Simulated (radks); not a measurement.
# Polarisabilities and dispersion coefficients of Ca, Sc⁺, Ti²⁺ and others

Aim: static dipole polarisabilities and C6 coefficients, each species in its NIST ground configuration. After each ground state the linear response is solved; its values go to the run's result record, not to the log. Response by self-consistent Sternheimer equations with the Hartree and adiabatic LDA kernel, the relativistic mass of each level held fixed and spin-orbit coupling left out.

Program: radks (a radial shooting solver on a logarithmic mesh, Libxc functionals) version 1. Level of theory: scalar-relativistic Kohn-Sham, LDA (Slater exchange, VWN5 correlation), spin-polarised, spherical densities, finite nucleus; open shells are filled with parallel spins first. These are calculated values, not measurements, unless marked.

### Step 1. The system

| Quantity | Value |
| --- | --- |
| species | Ca ([Ar] 4s2), Sc⁺ ([Ar] 3d1 4s1), Ti²⁺ ([Ar] 3d2), V³⁺ ([Ar] 3d2), Cr⁴⁺ ([Ar] 3d2), Mn⁵⁺ ([Ar] 3d2), Fe⁶⁺ ([Ar] 3d2), Co⁷⁺ ([Ar] 3d2), Ni⁸⁺ ([Ar] 3d2) |

### Step 2. Ca, [Ar] 4s2

The run's settings:

```text
Z 20
configuration [Ar] 4s2
relativity scalar-relativistic
functional lda,vwn5
spin polarised
nucleus finite rms 3.4776 fm
c 137.035999084
response adiabatic LDA kernel
```

### Step 3. Sc⁺, [Ar] 3d1 4s1

The run's settings:

```text
Z 21
configuration [Ar] 3d1 4s1
relativity scalar-relativistic
functional lda,vwn5
spin polarised
nucleus finite rms 3.5459 fm
c 137.035999084
response adiabatic LDA kernel
```

### Step 4. Ti²⁺, [Ar] 3d2

The run's settings:

```text
Z 22
configuration [Ar] 3d2
relativity scalar-relativistic
functional lda,vwn5
spin polarised
nucleus finite rms 3.5921 fm
c 137.035999084
response adiabatic LDA kernel
```

### Step 5. V³⁺, [Ar] 3d2

The run's settings:

```text
Z 23
configuration [Ar] 3d2
relativity scalar-relativistic
functional lda,vwn5
spin polarised
nucleus finite rms 3.6002 fm
c 137.035999084
response adiabatic LDA kernel
```

### Step 6. Cr⁴⁺, [Ar] 3d2

The run's settings:

```text
Z 24
configuration [Ar] 3d2
relativity scalar-relativistic
functional lda,vwn5
spin polarised
nucleus finite rms 3.6452 fm
c 137.035999084
response adiabatic LDA kernel
```

### Step 7. Mn⁵⁺, [Ar] 3d2

The run's settings:

```text
Z 25
configuration [Ar] 3d2
relativity scalar-relativistic
functional lda,vwn5
spin polarised
nucleus finite rms 3.7057 fm
c 137.035999084
response adiabatic LDA kernel
```

### Step 8. Fe⁶⁺, [Ar] 3d2

The run's settings:

```text
Z 26
configuration [Ar] 3d2
relativity scalar-relativistic
functional lda,vwn5
spin polarised
nucleus finite rms 3.7377 fm
c 137.035999084
response adiabatic LDA kernel
```

### Step 9. Co⁷⁺, [Ar] 3d2

The run's settings:

```text
Z 27
configuration [Ar] 3d2
relativity scalar-relativistic
functional lda,vwn5
spin polarised
nucleus finite rms 3.7875 fm
c 137.035999084
response adiabatic LDA kernel
```

### Step 10. Ni⁸⁺, [Ar] 3d2

The run's settings:

```text
Z 28
configuration [Ar] 3d2
relativity scalar-relativistic
functional lda,vwn5
spin polarised
nucleus finite rms 3.7757 fm
c 137.035999084
response adiabatic LDA kernel
```

Before running it: what results should come out? Wanted: for each run, species; −ε(HOMO); α; α uncoupled; C6; C8; recommended α.

The runs gave:

| species | −ε(HOMO) (eV) | α (bohr³) | α uncoupled (bohr³) | C6 (hartree bohr⁶) | C8 (hartree bohr⁸) | recommended α (bohr³) |
| --- | --- | --- | --- | --- | --- | --- |
| Ca | 3.863 | 146.5 | 271.8 | 1953 | 215850 | 160.8 |
| Sc⁺ | 10.406 | 52.71 | 70.64 | 344.4 | - | - |
| Ti²⁺ | 20.608 | 5.267 | 6.572 | 15.76 | - | - |
| V³⁺ | 38.081 | 2.304 | 3.092 | 5.916 | - | - |
| Cr⁴⁺ | 59.304 | 1.372 | 1.908 | 2.961 | - | - |
| Mn⁵⁺ | 83.989 | 0.9292 | 1.316 | 1.692 | - | - |
| Fe⁶⁺ | 112.00 | 0.6738 | 0.9642 | 1.045 | - | - |
| Co⁷⁺ | 143.25 | 0.5100 | 0.7341 | 0.6817 | - | - |
| Ni⁸⁺ | 177.70 | 0.3979 | 0.5745 | 0.4628 | - | - |

In words: Uncoupled leaves out the potential induced by the response; C6 and C8 are for like pairs. Ca is the most polarisable and Ni⁸⁺ the least, a factor 368 apart. For the pair Ca–Ni⁸⁺ the Casimir-Polder integral gives C6 = 11.68, the rule 2·Ca·Cb/(Ca·αb/αa + Cb·αa/αb) on the like-pair values 10.28. Against the recommended values (Schwerdtfeger and Nagle, 2023 table) the misses are Ca -9 %. C8 is given only where no p, d or f shell is open. For heavy and open-shell atoms this level can miss by tens of per cent.
